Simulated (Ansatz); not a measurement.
**H₅OPSSi: small, medium and large basis sets**

An exercise on one series of results from a longer session: the logs are not shown, and one member is left open.

Program: Ansatz 0.2.0, Gaussian basis. Level of theory: one geometry, several basis sets. These are calculated values, not measurements.

Plan: PBE0-D4/def2-SVP; ωB97M-V/def2-SVP; PBE0-D4/def2-QZVPP; ωB97M-V/def2-QZVPP; the functionals' def2-TZVPP values are taken from earlier runs.

## The relaxed structure

The geometry comes from an earlier relaxation with PBE0-D4 in a triple-zeta def2 set; it is a stationary point, not always the lowest conformer.

SMILES `O[SiH](P)S`, 9 atoms, charge 0, spin multiplicity 1.

Atoms are counted from 1 here; the program's logs count them from 0.

Bond lengths: O1–Si2 1.644 Å, O1–H5 0.959 Å, Si2–P3 2.249 Å, Si2–S4 2.137 Å, Si2–H6 1.480 Å, P3–H7 1.421 Å, P3–H8 1.420 Å, S4–H9 1.344 Å. Angles: Si2–O1–H5 117.1°, O1–Si2–P3 110.7°, O1–Si2–S4 113.4°, O1–Si2–H6 103.9°, P3–Si2–S4 103.4°, P3–Si2–H6 115.4°, S4–Si2–H6 110.3°, Si2–P3–H7 92.6°, Si2–P3–H8 93.1°, H7–P3–H8 93.9°, Si2–S4–H9 94.4°.

Set-up of the first run:

The input, in.yaml:

```yaml
crystal:
  periodic: [false, false, false]
  atoms:
    - {symbol: O, position_ang: [-1.618320, 0.583501, 0.529839]}
    - {symbol: Si, position_ang: [-0.037650, 0.212388, 0.272961]}
    - {symbol: P, position_ang: [0.151265, -1.703794, -0.889306]}
    - {symbol: S, position_ang: [0.981988, 1.637303, -0.950498]}
    - {symbol: H, position_ang: [-2.153068, 0.777617, -0.242749]}
    - {symbol: H, position_ang: [0.548543, 0.190434, 1.631561]}
    - {symbol: H, position_ang: [-0.291620, -2.488690, 0.208892]}
    - {symbol: H, position_ang: [1.526143, -1.853909, -0.566992]}
    - {symbol: H, position_ang: [0.981319, 2.598850, -0.010911]}
basis:
  gaussian: {orbitals: def2-SVP}
hamiltonian: {xc: pbe0, dispersion: d4}
output: {orbitals: {seedname: orbitals}}
```

Launch:

```
ansatz run in.yaml --threads 2 --pin off --events-out ev --progress --plain --max-ram 4352MiB
```

Steps of the session up to this table: PBE0-D4 in def2-SVP; ωB97M-V in def2-SVP; PBE0-D4 in def2-QZVPP; ωB97M-V in def2-QZVPP.

One of the session's tables, all rows but one given; the rest of the session is left out.

It belongs to the step «Density functionals: the series». 

| functional | basis | HOMO (eV) | LUMO (eV) |
| --- | --- | --- | --- |
| PBE0-D4 | def2-SVP | -7.55 | 0.42 |
| PBE0-D4 | def2-TZVPP | -7.65 | -0.12 |
| PBE0-D4 | def2-QZVPP | -7.68 | -0.30 |
| ωB97M-V | def2-SVP | -9.61 | 2.38 |
| ωB97M-V | def2-TZVPP | -9.74 | 1.64 |
| ωB97M-V | def2-QZVPP | ? | ? |

**Question.** Estimate the row for ωB97M-V, def2-QZVPP.

The run gave: HOMO (eV): -9.77; LUMO (eV): 1.20. In the column «HOMO (eV)» it is the lowest.
